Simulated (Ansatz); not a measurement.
# TlInTe: the cost of one run

Computed with Ansatz 0.2.0 (DFT PBE, scalar-relativistic, plane waves, PAW, unless a step's input says otherwise).

### Step 1. Starting point

Symmetry: P-6m2, No. 187, hexagonal system. Conventional cell: a = 4.802 Å, b = 4.802 Å, c = 5.153 Å, α = 90.00°, β = 90.00°, γ = 120.00°. Around Tl (site symmetry -6m2) lie 3 In at 2.77 Å and 6 Te at 3.78 Å. In (site symmetry -6m2) has 3 Tl at 2.77 Å and 6 Te at 3.78 Å as nearest neighbours. Around Te (site symmetry -6m2) lie 6 Tl at 3.78 Å and 6 In at 3.78 Å.

As a file:

```
Tl In Te
1.0
     4.80182    0.00000    0.00000
    -2.40091    4.15850    0.00000
     0.00000    0.00000    5.15316
Tl In Te
1 1 1
Cartesian
  0.0000 0.0000 2.5766
  0.0000 2.7723 2.5766
  2.4009 1.3862 0.0000
```

A structure generator made this guess: species swapped into a database cell of CaGaSi (P-6m2, No. 187), with Te on the Ca sites, Tl on the Ga sites and In on the Si sites. Lengths come from tabulated atomic sizes and are only a guess.

### Step 2. A first look at the guess

input.yaml reads:

```yaml
crystal:
  lattice:
    - [4.8018231, 0.0, 0.0]
    - [-2.40091155, 4.15850079, 0.0]
    - [0.0, 0.0, 5.15316001]
  atoms:
    - { symbol: Tl, position: [0.0, 0.0, 0.5] }
    - { symbol: In, position: [0.33333333, 0.66666667, 0.5] }
    - { symbol: Te, position: [0.66666667, 0.33333333, 0.0] }
basis:
  ecutwfc: 420
kpoints:
  mp_grid: { grid: [6, 6, 4] }
hamiltonian:
  xc: pbe
scf:
  occupations: { method: gaussian, width: 0.1 }
  lower_state_search: "off"
output:
  forces: true
  stress: true
  eigenvalues: true
```

On the command line:

```bash
> ansatz run input.yaml --threads 1 --pin off --max-ram 2048MiB --backend cpu --events-out ev --progress --plain --runs-dir out
```

Q: Estimate wall time and peak memory on 1 thread of AMD EPYC, shared host.

About 19 s, with a peak of 0.42 GiB.
